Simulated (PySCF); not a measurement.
# EuF7 ([EuF7]4-): the cost of one run

Computed with PySCF 2.14.0 and routines of our own; the level stands in each step. Atoms count from 0.

## (1) The starting structure

8 atoms, charge -4, states of the metal's open shell are computed; geometry from: model geometry, bond lengths from ionic radii.

## (2) Ligand-field states: state-averaged CASSCF in water

Job settings and geometry (Å):

```
{"job": {"kind": "lf", "basis": {"metal": "x2c-TZVPall", "ligand": "x2c-SVPall"}, "nevpt": false, "solvent": "water", "roots": {"7": 7, "5": 140, "3": 113, "1": 123}}, "charge": -4, "metal": "Eu", "open_shell": "f6"}
Eu     0.000000     0.000000     0.000000
F      0.000000     0.000000     2.307000
F      0.000000     0.000000    -2.307000
F      2.307000     0.000000     0.000000
F      0.712902     2.194087     0.000000
F     -1.866402     1.356021     0.000000
F     -1.866402    -1.356021     0.000000
F      0.712902    -2.194087     0.000000
```

Level: state-averaged CASSCF of the metal f shell, state-interaction spin-orbit coupling.

Launch:

```console
OMP_NUM_THREADS=1 python lf_run.py task.json out
```

This one command runs all jobs of the session in turn.

Q: Estimate the wall time and peak memory of this first job on 1 thread of Arm Neoverse V1, shared host.

About 65 s, with a peak of 0.84 GiB.
